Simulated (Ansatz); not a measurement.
# Ta6Ti7N13: the cost of one run

All numbers below are computed with Ansatz 0.2.0 (DFT PBE, scalar-relativistic, plane waves, PAW).

**1. The structure to begin with**

The cell holds 26 atoms (N13Ta6Ti7): a = 6.313 Å, b = 6.632 Å, c = 6.826 Å, α = 93.52°, β = 92.24°, γ = 89.39°.

It is the last frame of an earlier stage of the same melt, run at 1600 K.

Coordinates:

```xyz
26
Lattice="6.3113 0.0325 -0.1278 0.0325 6.6288 -0.2065 -0.1278 -0.2065 6.8217" Properties=species:S:1:pos:R:3 pbc="T T T"
Ti    5.2941    0.0648    2.5673
Ti    5.0883    2.4409    1.2858
Ti    4.1217    2.0557    5.2504
Ti    0.3320    1.9788    3.7560
Ti    0.2891    0.3358    5.4370
Ti    1.5733    2.8454    5.9731
Ti    1.7145    4.2248    3.9750
N     5.9904    2.2960    5.4945
N     4.4630    2.3180    3.1846
N     1.9941    1.2946    4.8785
N     3.1401    4.3415    5.2437
N     1.8362    2.8694    2.4961
N     5.7269    0.5343    0.7047
N     3.2928    2.2912    0.2907
N     0.8731    6.2820    2.8714
N     0.8755    5.1377    5.6801
N     2.7231    6.1792    1.0258
N     0.8830    3.2034    1.1644
N     4.7239    6.2719    4.5312
N     4.8844    4.6745    1.1955
Ta    3.0438    4.2584    1.6274
Ta    4.0670    5.8654    6.5374
Ta    0.4915    5.1567    0.7142
Ta    5.1837    4.3518    4.3211
Ta    1.3913    1.1040    1.4160
Ta    2.8968    0.1863    3.5203
```

**2. Stage at 300 K**

One k point, a Fermi-Dirac width of 0.050 eV and a fixed cell.

Input file input.yaml:

```yaml
crystal:
  lattice:
    - [6.311297, 0.032506, -0.12785]
    - [0.032506, 6.628756, -0.206465]
    - [-0.12785, -0.206465, 6.821747]
  atoms:
    - { symbol: Ti, position: [0.8466940435, 0.0178593283, 0.3927437439] }
    - { symbol: Ti, position: [0.8086653432, 0.3709534538, 0.2148629206] }
    - { symbol: Ti, position: [0.6674032259, 0.3315139563, 0.7921933557] }
    - { symbol: Ti, position: [0.0623568507, 0.3156978959, 0.5613213411] }
    - { symbol: Ti, position: [0.0616350238, 0.0752853043, 0.800444025] }
    - { symbol: Ti, position: [0.2650511049, 0.4558019037, 0.8943654017] }
    - { symbol: Ti, position: [0.2805901367, 0.6548988, 0.6077716437] }
    - { symbol: "N", position: [0.9641755257, 0.3676415018, 0.8346325132] }
    - { symbol: "N", position: [0.7152252692, 0.3614787539, 0.4911692013] }
    - { symbol: "N", position: [0.3295806895, 0.2163544798, 0.7278631778] }
    - { symbol: "N", position: [0.5102204731, 0.6773327284, 0.7987385405] }
    - { symbol: "N", position: [0.2964460939, 0.4434083031, 0.3848757127] }
    - { symbol: "N", position: [0.9094849663, 0.0799631917, 0.1227650356] }
    - { symbol: "N", position: [0.5212200155, 0.3450425856, 0.0628243555] }
    - { symbol: "N", position: [0.1425607566, 0.9610907132, 0.4526792822] }
    - { symbol: "N", position: [0.1520153388, 0.8010917309, 0.859747058] }
    - { symbol: "N", position: [0.4304306075, 0.9358847512, 0.1867710769] }
    - { symbol: "N", position: [0.1412050875, 0.4884233641, 0.1881117946] }
    - { symbol: "N", position: [0.7578473594, 0.9644924212, 0.7076190192] }
    - { symbol: "N", position: [0.7745483371, 0.7079713738, 0.2111900074] }
    - { symbol: Ta, position: [0.4843582023, 0.6483684866, 0.2672652181] }
    - { symbol: Ta, position: [0.6599273335, 0.9126963559, 0.9983081696] }
    - { symbol: Ta, position: [0.0764746189, 0.7815962214, 0.1297802656] }
    - { symbol: Ta, position: [0.8314261532, 0.6732707705, 0.6693914801] }
    - { symbol: Ta, position: [0.2239556902, 0.1722105905, 0.2169832664] }
    - { symbol: Ta, position: [0.4694245113, 0.0421844914, 0.5261211173] }
  symmetry: { detect: false }
basis:
  ecutwfc: 420
  xc_grid: 1
kpoints:
  mp_grid: { grid: [1, 1, 1], shift: [0.25, 0.25, 0.25] }
hamiltonian:
  xc: pbe
scf:
  occupations: { method: fermi_dirac, width: 0.05 }
  lower_state_search: "off"
  convergence: { dr2_threshold: 1.0e-05 }
output:
  forces: true
  stress: true
md:
  timestep: 2.0
  n_steps: 116
  ensemble: nvt_langevin
  friction: 0.03
  temperature: 300.0
  initial_velocities: maxwell_boltzmann
  seed: 74063
```

On the command line:

```sh
$ ansatz run input.yaml --threads 2 --pin off --max-ram 5120MiB --backend cpu --events-out ev --progress --plain --runs-dir out
```

Q: Estimate wall time and peak memory on 2 threads of Arm Neoverse V1, shared host.

About 4.7 min, with a peak of 0.57 GiB.
